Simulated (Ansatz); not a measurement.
# YTl: a phonon run

The task is a phonon run on YTl. The structure is shown as the input types it.

Program: Ansatz 0.2.0. Level of theory: DFT, PBEsol, PAW with Ansatz's default frozen-core files, scalar-relativistic; harmonic phonons by finite displacements. These are calculated values, not measurements.

### Step 1. The starting structure

The structure is cubic, space group Pm-3m (No. 221). Conventional cell: a = 3.710 Å, b = 3.710 Å, c = 3.710 Å, α = 90.00°, β = 90.00°, γ = 90.00°. Around Y (site symmetry m-3m) lie 8 Tl at 3.21 Å. Tl (site symmetry m-3m) is surrounded by 8 Y at 3.21 Å.

As a file:

```cif
data_structure
_symmetry_space_group_name_H-M 'Pm-3m'
_symmetry_Int_Tables_number 221
_cell_length_a 3.7097
_cell_length_b 3.7097
_cell_length_c 3.7097
_cell_angle_alpha 90.000
_cell_angle_beta 90.000
_cell_angle_gamma 90.000
_cell_volume 51.05
loop_
_atom_site_label
_atom_site_type_symbol
_atom_site_symmetry_multiplicity
_atom_site_Wyckoff_symbol
_atom_site_fract_x
_atom_site_fract_y
_atom_site_fract_z
_atom_site_occupancy
Y1 Y 1 b 0.50000 0.50000 0.50000 1
Tl1 Tl 1 a 0.00000 0.00000 0.00000 1
```

### Step 2. The calculation

Contents of input.yaml:

```yaml
crystal:
  lattice:
    - [3.70969619255, 0.0, 0.0]
    - [0.0, 3.70969619255, 0.0]
    - [0.0, 0.0, 3.70969619255]
  atoms:
    - { symbol: "Y", position: [0.5, 0.5, 0.5] }
    - { symbol: Tl, position: [0.0, 0.0, 0.0] }
kpoints:
  mp_grid: { grid: [8, 8, 8] }
scf:
  occupations: { method: fermi_dirac, width: 0.05 }
  mixing: { algorithm: anderson, beta: 0.005, ndim: 1 }
  max_iter: 60
hamiltonian:
  xc: pbesol
  pseudopotentials: { kind: paw }
phonons:
  qmesh: [2, 2, 2]
  qpath:
    path:
      - [0.0, 0.0, 0.0]
      - [0.0, 0.5, 0.0]
      - [0.5, 0.5, 0.0]
      - [0.0, 0.0, 0.0]
      - [0.5, 0.5, 0.5]
      - [0.0, 0.5, 0.0]
      - [0.5, 0.5, 0.5]
      - [0.5, 0.5, 0.0]
    npoints: 6
  temperatures: { t_min: 0, t_max: 1000, t_step: 100 }
```

Launch:

```sh
$ ansatz run input.yaml --threads 2 --pin off --max-ram 6144MiB --backend cpu --events-out ev --progress --plain --runs-dir out
```

Q: Will this input give a usable result? If not, why, and what should change?

The first SCF converged in 37 cycles; a further one, begun by the search for a lower state, ran out of the shared limit after 60. The density residual dr2 creeps down, from 9.8e-6 to 5.1e-6 eV (threshold 6.3e-12), too slowly to finish within the cap. At the rate of its last cycles it would need about 1200 more. Its numbers are not properties of the system.

In the input, scf.mixing.algorithm is anderson; scf.mixing.beta is 0.005; scf.mixing.ndim is 1. The mixing step is so small that the density hardly moves per cycle. Several mixing settings were changed at once, so this run can't tell how much each is to blame.

The cure: delete scf.mixing.algorithm, scf.mixing.beta and scf.mixing.ndim (the default then holds).
